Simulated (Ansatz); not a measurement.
This script makes a ranking of structure types by relaxed energy of Rh on several prototypes with the Python package of Ansatz (0.2.0).

`prototypes_rh.py`:
```python
import warnings

import ansatz as az
import numpy as np


def sc(first, a):
    return (
        az.Lattice.cubic(a)
        .space_group(221)
        .atom(first, (0, 0, 0))
    )


def hcp(a_site, a):
    return (
        az.Lattice.from_parameters(a, a, 1.633 * a, alpha=90, beta=90, gamma=120)
        .space_group(194)
        .atom(a_site, (1 / 3, 2 / 3, 0.25))
    )


def bcc(first, a):
    return az.Crystal.bcc(first, a=a)


def diamond(first, a):
    return az.Crystal.diamond(first, a=a)


def run_phase(name, crystal):
    calc = (
        crystal.calculation()
        .functional("PBEsol", dispersion="d3bj")
        .scf(tolerance=1e-07)
        .basis(520)
        .kpoints(spacing=0.27)
        .occupations("cold", width=0.1)
        .stress()
        .band_table()
    )
    calc = calc.relax(force_tolerance=0.01, cell=True)
    return calc.run()


def volume_per_atom(outcome):
    return abs(np.linalg.det(outcome.lattice.cell_ang)) / len(outcome.lattice.sites)


def pressure_gpa(outcome):
    return float(np.trace(outcome.report["stress_gpa"]) / 3)

warnings.simplefilter("ignore", az.DeckWarning)

phases = {}
phases["sc"] = sc("Rh", 2.47)
phases["hcp"] = hcp("Rh", 2.68)
phases["bcc"] = bcc("Rh", 3.01)
phases["diamond"] = diamond("Rh", 5.22)

done = {name: run_phase(name, crystal) for name, crystal in phases.items()}

energy = {name: o.report["energy_sigma0_ev"] / len(o.lattice.sites) for name, o in done.items()}
lowest = min(energy.values())
rows = [(name, len(o.lattice.sites), 1000 * (energy[name] - lowest), volume_per_atom(o), pressure_gpa(o)) for name, o in done.items()]
rows.sort(key=lambda row: row[2])
print("     phase       atoms  dE (meV/atom)  V (A^3/atom)     P (GPa)")
for row in rows:
    print(f"{str(row[0]):>10}  {row[1]:10d}  {row[2]:13.1f}  {row[3]:12.3f}  {row[4]:10.2f}")
print("lowest in energy:", rows[0][0])
```

Which of these structures comes out lowest, and how far apart are they?

By space group at the end of each run: P6_3/mmc (+0 meV an atom, 13.2 Å³), Im-3m (+361 meV an atom, 13.5 Å³), Pm-3m (+936 meV an atom, 15.2 Å³) and Fd-3m (+1454 meV an atom, 19.6 Å³).

The run itself:

`python prototypes_rh.py` gives:
```text
     phase       atoms  dE (meV/atom)  V (A^3/atom)     P (GPa)
       hcp           2            0.0        13.218       -0.00
       bcc           1          361.0        13.529       -0.03
        sc           1          936.4        15.223       -0.02
   diamond           2         1453.8        19.634        0.02
lowest in energy: hcp
```

Reading the output:
- Dispersion corrections can be off by several per cent in the lattices of metals, and by several GPa in the pressure at a fixed cell.
- For the metals among these phases the mesh is modest: differences between phases can be off by up to 40 meV an atom.
- The program warned that this SCF threshold is loose for forces or stresses.
- Pressure is positive in compression.
- The cells are built on prototypes, so most aren't the phase found in nature. Rows bear the name of their start, and a relaxation keeps or raises the symmetry. Differences under about 40 meV an atom lie within the error of mesh and functional.
- The script silences the warnings on its input, which a real study should read.
- Finished in 13 s on 1 thread of Intel(R) Xeon(R) 6975P-C (Granite Rapids) (shared host), peak memory 0.47 GiB.

(Lines on the test bed's own set-up are left out of the output.)
